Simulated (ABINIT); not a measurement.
Crystal: GeW.

```
Ge W
1.0
     0.00000    2.57761    2.57761
     2.57761    0.00000    2.57761
     2.57761    2.57761    0.00000
Ge W
1 1
Direct
  0.50000 0.50000 0.50000
  0.00000 0.00000 0.00000
```

The cell was built by a generator and needn't be a form met in nature.

- Program: ABINIT 10.8.3 (patched build)
- Task: single point
- Functional: PBE
- Potentials or basis: JTH PAW PBE v2.0
- Cutoff: 599 eV
- k mesh: 9 × 9 × 9
- Occupations: fermi-dirac, width 0.05 eV
- Spin: no spin polarisation

On this cell: pressure -0.1 GPa; largest force zero by symmetry; band gap on the k mesh none (metal or under the smearing width).

The same run follows on a disturbed copy (atoms moved at random, drawn with an rms of 0.05 Å):

```
CELL_PARAMETERS angstrom
0.00000 2.57761 2.57761
2.57761 0.00000 2.57761
2.57761 2.57761 0.00000
ATOMIC_POSITIONS crystal
Ge 0.50600 0.48192 0.51026
W 0.01570 0.99878 0.99141
```

Task: What changes?

Result: The energy (extrapolated to zero smearing) moves by +12.1 meV/atom; pressure 0.3 GPa; largest force 0.674 eV/Å; band gap on the k mesh none (metal or under the smearing width).

Forces in eV/Å, atoms in the order of the input:
```
Ge  -0.046 -0.213  0.638
W    0.046  0.213 -0.638
```

Stress tensor (GPa, compression positive):
```
-0.24 -0.01  0.04
-0.01 -0.07  0.18
 0.04  0.18  1.25
```
